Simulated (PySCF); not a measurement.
# NaSr⁻: the SCF solver's settings

Do solver options change the result for NaSr⁻, or only the number of cycles?

Program: PySCF 2.14.0. Level of theory: method and basis as typed in the scripts. These are calculated values, not measurements.

4 further runs of the same task are left out: 1 for a known fault of the program, 3 that didn't finish.

## (1) The system as given

NaSr⁻: 2 atoms, charge -1, spin multiplicity 1.

Bond lengths: Na1–Sr2 3.216 Å.

## (2) The run that the others are compared with

input.py

```python
from pyscf import gto, scf, mp

mol = gto.M(
    atom='Na 0 0 0; Sr 0 0 3.216',
    basis='def2-svp',
    ecp={'Sr': 'def2-svp'},
    charge=-1,
    spin=0,
    verbose=4,
)
mf = scf.RHF(mol)
mf.kernel()
mp.MP2(mf, frozen=1).kernel()
mf.dip_moment()
print('orbital energies (hartree):', mf.mo_energy[..., max(0, mol.nelec[1]-3):mol.nelec[0]+3].round(4))
```

Started as:

```
> OMP_NUM_THREADS=1 python input.py
```

The log of this run is left out.

Base result: E(SCF) = -192.110252 Eh, 11 cycles, E(MP2) − E(SCF) = -0.10674 Eh.

The bond length is a typed value, not an optimised one. The dipole of an ion depends on the origin.

## (3) Smearing width 0.01 hartree

Edit 1 changes smearing width: none → 0.01 hartree; step after the SCF: mp2 → none.

input.py

```python
from pyscf import gto, scf

mol = gto.M(
    atom='Na 0 0 0; Sr 0 0 3.216',
    basis='def2-svp',
    ecp={'Sr': 'def2-svp'},
    charge=-1,
    spin=0,
    verbose=4,
)
mf = scf.RHF(mol)
mf = scf.addons.smearing_(mf, sigma=0.01, method='fermi')
mf.kernel()
mf.dip_moment()
print('orbital energies (hartree):', mf.mo_energy[..., max(0, mol.nelec[1]-3):mol.nelec[0]+3].round(4))
```

Started as:

```
> OMP_NUM_THREADS=1 python input.py
```

## (4) Smearing width 0.005 hartree

Edit 2 changes smearing width: none → 0.005 hartree; step after the SCF: mp2 → none.

input.py, as its differences from that of step 2:

```diff
@@ -1,2 +1,2 @@
-from pyscf import gto, scf, mp
+from pyscf import gto, scf
 
@@ -11,4 +11,4 @@
 mf = scf.RHF(mol)
+mf = scf.addons.smearing_(mf, sigma=0.005, method='fermi')
 mf.kernel()
-mp.MP2(mf, frozen=1).kernel()
 mf.dip_moment()
```

## (5) Damping 0.5

Edit 3 changes damping: none → 0.5.

input.py, as its differences from that of step 2:

```diff
@@ -11,2 +11,4 @@
 mf = scf.RHF(mol)
+mf.damp = 0.5
+mf.diis_start_cycle = 8
 mf.kernel()
```

## (6) DIIS space 20

Edit 4 changes DIIS space: default → 20.

input.py, as its differences from that of step 2:

```diff
@@ -11,2 +11,3 @@
 mf = scf.RHF(mol)
+mf.diis_space = 20
 mf.kernel()
```

**Question.** What will these runs give? Wanted: for each run, E(SCF); from base; gap; after the SCF.

**Answer**, as computed:

```csv
run,E(SCF) (hartree),from base (eV),cycles,gap (eV),after the SCF
base,-192.110252,0,11,3.89,"MP2 correlation -2.905 eV, core frozen"
smearing width 0.01 hartree,-192.109914,+0.0092,14,n/a,n/a
smearing width 0.005 hartree,-192.110252,0.0000,11,n/a,n/a
damping 0.5,-192.110252,0.0000,14,3.89,"MP2 correlation -2.905 eV, core frozen"
DIIS space 20,-192.110252,0.0000,11,3.89,"MP2 correlation -2.905 eV, core frozen"
```

Distance from each run's final energy (log10 hartree) by cycle:

```
                         run  cycle 1  cycle 2  cycle 3  cycle 5  cycle 8  cycle 12
                        base     -0.4     -1.7     -2.6     -4.1     -7.5      done
 smearing width 0.01 hartree     -0.3     -0.6     -1.7     -4.0     -6.7      -9.0
smearing width 0.005 hartree     -0.4     -1.4     -2.7     -4.2     -7.3      done
                 damping 0.5     -0.4     -1.1     -1.8     -2.9     -4.4      -8.3
               DIIS space 20     -0.4     -1.7     -2.6     -4.1     -7.5      done
```

In words: The SCF energy stays the same, to the digits that matter, with smearing width 0.005 hartree or damping 0.5 or DIIS space 20. The base needs 11 cycles and the run with damping 0.5 needs 14.
